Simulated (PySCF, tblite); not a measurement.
**CH12O4Si4, a small molecule taken as a stand-in for a surface group (silica-backed Si): NMR shifts, core binding energies and electronic excitations**

What NMR shifts, core binding energies and electronic excitations should one expect for `CO[Si](O[SiH3])(O[SiH3])O[SiH3]`?

Programs: tblite 0.8.0 and PySCF 2.14.0. All values are calculated, for the isolated system unless a continuum is named. Atoms count from 0, parts from 1.

## Step 1: Starting point

21 atoms, charge 0, multiplicity 1; geometry: distance geometry start.

## Step 2: Geometry optimisation with GFN2-xTB

Job settings and geometry (Å):

```
{"job": {"kind": "relax", "xc": "GFN2-xTB", "basis": "xTB"}, "charge": 0, "multiplicity": 1}
Si    -2.628868     0.546310     1.212459
O     -1.798480    -0.699087     0.261152
Si    -0.109721    -0.608069    -0.290687
O     -0.088918    -0.339902    -2.055620
Si    -1.449134    -0.570777    -3.128210
O      0.713790    -2.097939     0.099051
Si    -0.055044    -3.574401     0.703204
O      0.703306     0.745581     0.515193
C      0.631674     2.082941     0.114176
H     -3.963684     0.136715     1.413655
H     -2.602189     1.773663     0.512883
H     -1.973726     0.716081     2.474480
H     -1.148977    -0.102191    -4.439700
H     -2.595383     0.112136    -2.649471
H     -1.737919    -1.982481    -3.220293
H      0.688142    -4.111644     1.779319
H     -1.366757    -3.273435     1.127490
H     -0.123048    -4.562898    -0.335670
H      0.168794     2.126282    -0.811841
H      0.111813     2.638020     0.806315
H      1.593945     2.473238     0.018145
```

With the program's defaults for keys left out, this is: GFN2-xTB geometry optimisation, gas phase.

On the command line:

```sh
$ OMP_NUM_THREADS=1 python cluster_run.py task.json out
```

This one command runs all jobs of the session in turn.

**Question.** The jobs that follow are: PBE0-D3(BJ)/def2-SVP geometry optimisation, gas phase; GIAO PBE0/pcSseg-1 NMR shielding, non-relativistic, gas phase; delta-SCF UKS SCAN, pcX-2 on the ionised atom, pcseg-1 elsewhere, spin-free X2C; TDDFT CAM-B3LYP/def2-SVPD, vertical, gas phase, core orbitals frozen in the response. Predict: point group; rotational constants (main isotopes); 13C shifts against TMS (PBE0/pcSseg-1); 1H shifts against TMS (PBE0/pcSseg-1); 29Si shifts against TMS (PBE0/pcSseg-1); 17O shifts against H2O (PBE0/pcSseg-1); O1s binding energies, SCAN/pcX-2; Si2p binding energies, SCAN/pcX-2 (standing for 1 of 4 atoms); lowest singlet (CAM-B3LYP/def2-SVPD); brightest single state of those computed; lowest triplet; vertical ionisation energy (ΔSCF).

**Answer**, as computed:

| quantity | value |
| --- | --- |
| point group | C1 |
| rotational constants (main isotopes) | 0.73, 0.64, 0.53 GHz |
| 13C shifts against TMS (PBE0/pcSseg-1) | 52.2 ppm |
| 1H shifts against TMS (PBE0/pcSseg-1) | 5.11, 5.05, 5.03, 4.99, 4.99, 4.97, 4.94, 4.91, 4.84, 3.70, 3.66, 3.64 ppm |
| 29Si shifts against TMS (PBE0/pcSseg-1) | -34.9, -36.2, -36.5, -92.5 ppm |
| 17O shifts against H2O (PBE0/pcSseg-1) | 38.8, 38.2, 37.4, 30.0 ppm |
| O1s binding energies, SCAN/pcX-2 | O7 538.20, O3 537.98, O5 537.96, O1 537.95 eV |
| Si2p binding energies, SCAN/pcX-2 (standing for 1 of 4 atoms) | Si2 108.66 eV |
| lowest singlet (CAM-B3LYP/def2-SVPD) | 7.53 eV (165 nm), f = 0.000 |
| brightest single state of those computed | state 6, 7.94 eV, f = 0.005 |
| lowest triplet | 7.22 eV |
| vertical ionisation energy (ΔSCF) | 10.60 eV |

What this shows: The optimisation took 41 steps and gained 0.546 eV; among the close pairs (by a distance rule), Si0–O1 changed most, from 1.599 to 1.664 Å (PBE0/def2-SVP). O7 (oxygen bonded to C, Si) binds its O1s electron 0.25 eV more tightly than O1 (oxygen bonded to 2 Si). The first singlet state (HOMO→LUMO 0.67) lies at 7.53 eV and is dark; of the 6 states computed, the strongest absorption comes from states 4 to 6 together at 7.94 eV (the last computed, so partners may be missing). The lowest triplet lies 0.32 eV below the lowest singlet (triplets in Tamm-Dancoff, singlets in full TDDFT). ΔSCF puts the ionisation energy at 10.60 eV, 0.67 eV above −ε(HOMO). A capped cluster stands for the solid here, so long-range fields and strain are missing, and bands or shifts of the capping hydrogens have no counterpart in it.
